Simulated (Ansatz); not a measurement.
# Sr: the cost of one run

Method: DFT r2SCAN, scalar-relativistic, plane waves, PAW, in Ansatz 0.2.0.

## 1. The starting structure

Symmetry: P6_3/mmc, No. 194, hexagonal system. Conventional cell: a = 4.310 Å, b = 4.310 Å, c = 7.050 Å, α = 90.00°, β = 90.00°, γ = 120.00°. Around Sr (site symmetry -6m2) lie 12 Sr at 4.31 Å.

Structure file:

```xyz
2
Lattice="4.3100 0.0000 0.0000 -2.1550 3.7326 0.0000 0.0000 0.0000 7.0500" Properties=species:S:1:pos:R:3 pbc="T T T"
Sr    0.0000    2.4884    1.7625
Sr    2.1550    1.2442    5.2875
```

The cell is taken as given, not relaxed at this level.

## 2. Zero of energy

Reference values: F = -7110.2321 eV; pressure 0.10 GPa; largest force 0.000 eV/Å; gap on the mesh none (metal). It was computed beforehand with the settings of the runs below.

## 3. The scan: energy and stress against strain

The cell is strained by ε times the Voigt pattern (1, 1, 0, 0, 0, 0) (xx, yy, zz, yz, xz, xy; engineering shear), with fractional coordinates fixed (clamped ions). The stress on the pattern is the sum of the stress components weighted by it, tension positive.

## 4. ε = -0.0600

Contents of input.yaml:

```yaml
crystal:
  lattice:
    - [4.0514002074, 0.0, 0.0]
    - [-2.0257001037, 3.5086155005, 0.0]
    - [0.0, 0.0, 7.05]
  atoms:
    - { symbol: Sr, position: [0.3333333333, 0.6666666667, 0.25] }
    - { symbol: Sr, position: [0.6666666667, 0.3333333333, 0.75] }
basis:
  ecutwfc: 500
kpoints:
  mp_grid: { grid: [12, 12, 8] }
hamiltonian:
  xc: r2scan
scf:
  occupations: { method: gaussian, width: 0.15 }
output:
  forces: true
  stress: true
  eigenvalues: true
```

On the command line:

```console
> ansatz run input.yaml --threads 1 --pin off --max-ram 2560MiB --backend cpu --events-out ev --progress --plain --runs-dir out
```

Q: Estimate wall time and peak memory on 1 thread of Arm Neoverse V2, shared host.

About 17 s, with a peak of 0.62 GiB.
